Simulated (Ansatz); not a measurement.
# MoS2: the cost of one run

Computed with Ansatz 0.2.0 (DFT PBEsol without U, plane waves, PAW, unless a step's input says otherwise).

## 1. The system as given

The structure is hexagonal, space group P6_3/mmc (No. 194). Conventional cell: a = 3.161 Å, b = 3.161 Å, c = 12.295 Å, α = 90.00°, β = 90.00°, γ = 120.00°. Around Mo (site symmetry -6m2) lie 6 S at 2.37 Å. S (site symmetry 3m) has 3 Mo at 2.37 Å as nearest neighbours.

As a file:

```xyz
6
Lattice="3.1610 0.0000 0.0000 -1.5805 2.7375 0.0000 0.0000 0.0000 12.2950" Properties=species:S:1:pos:R:3 pbc="T T T"
Mo    0.0000    1.8250    3.0737
Mo    1.5805    0.9125    9.2212
S     0.0000    1.8250    7.7151
S     1.5805    0.9125    1.5676
S     0.0000    1.8250   10.7274
S     1.5805    0.9125    4.5799
```

Magnetic order typed: ferromagnetic.

An earlier series on this cell reached its lowest free state from «random orbitals: single harmonics, first filling», perhaps among other starts (it ended without moments).

## 2. Random orbitals: single harmonics, second filling

input.yaml reads:

```yaml
crystal:
  lattice:
    - [3.16100152, 0.0, 0.0]
    - [-1.58050076, 2.73750762, 0.0]
    - [0.0, 0.0, 12.2949997]
  atoms:
    - { symbol: Mo, position: [0.3333333333, 0.6666666667, 0.25], spin: 0.3 }
    - { symbol: Mo, position: [0.6666666667, 0.3333333333, 0.75], spin: 0.3 }
    - { symbol: S, position: [0.3333333333, 0.6666666667, 0.6275] }
    - { symbol: S, position: [0.6666666667, 0.3333333333, 0.1275] }
    - { symbol: S, position: [0.3333333333, 0.6666666667, 0.8725] }
    - { symbol: S, position: [0.6666666667, 0.3333333333, 0.3725] }
basis:
  ecutwfc: 420
  ecutrho_ratio: 4
kpoints:
  mp_grid: { grid: [7, 7, 2] }
hamiltonian:
  xc: pbesol
  hubbard:
    sites:
      - { site: 0, l: d, u_eff: 0.0, starting_ns: [{ spin: up, occupation_matrix: s0up }, { spin: down, occupation_matrix: s0down }] }
      - { site: 1, l: d, u_eff: 0.0, starting_ns: [{ spin: up, occupation_matrix: s1up }, { spin: down, occupation_matrix: s1down }] }
    occupation_matrices:
      s0up:
        matrix:
          - [0.02, 0.0, 0.0, 0.0, 0.0]
          - [0.0, 0.97, 0.0, 0.0, 0.0]
          - [0.0, 0.0, 0.02, 0.0, 0.0]
          - [0.0, 0.0, 0.0, 0.02, 0.0]
          - [0.0, 0.0, 0.0, 0.0, 0.02]
      s0down:
        matrix:
          - [0.02, 0.0, 0.0, 0.0, 0.0]
          - [0.0, 0.02, 0.0, 0.0, 0.0]
          - [0.0, 0.0, 0.02, 0.0, 0.0]
          - [0.0, 0.0, 0.0, 0.97, 0.0]
          - [0.0, 0.0, 0.0, 0.0, 0.02]
      s1up:
        matrix:
          - [0.02, 0.0, 0.0, 0.0, 0.0]
          - [0.0, 0.97, 0.0, 0.0, 0.0]
          - [0.0, 0.0, 0.02, 0.0, 0.0]
          - [0.0, 0.0, 0.0, 0.02, 0.0]
          - [0.0, 0.0, 0.0, 0.0, 0.02]
      s1down:
        matrix:
          - [0.02, 0.0, 0.0, 0.0, 0.0]
          - [0.0, 0.02, 0.0, 0.0, 0.0]
          - [0.0, 0.0, 0.02, 0.0, 0.0]
          - [0.0, 0.0, 0.0, 0.97, 0.0]
          - [0.0, 0.0, 0.0, 0.0, 0.02]
    ns_hold: { iters: 12 }
scf:
  occupations: { method: gaussian, width: 0.05 }
  lower_state_search: "off"
  max_iter: 150
output:
  forces: true
  stress: true
  eigenvalues: true
  populations: true
  hubbard: { sites: [{ site: 0, l: d }, { site: 1, l: d }] }
magnetization:
  spin_polarized: true
```

The typed matrices put 0.97 on the chosen orbitals and 0.02 on the others, and are held for 12 cycles.

Started as:

```bash
ansatz run input.yaml --threads 4 --pin off --max-ram 6144MiB --backend cpu --events-out ev --progress --plain --runs-dir out
```

Q: Estimate wall time and peak memory on 4 threads of Arm Neoverse V1, shared host.

About 23 s, with a peak of 0.6 GiB.
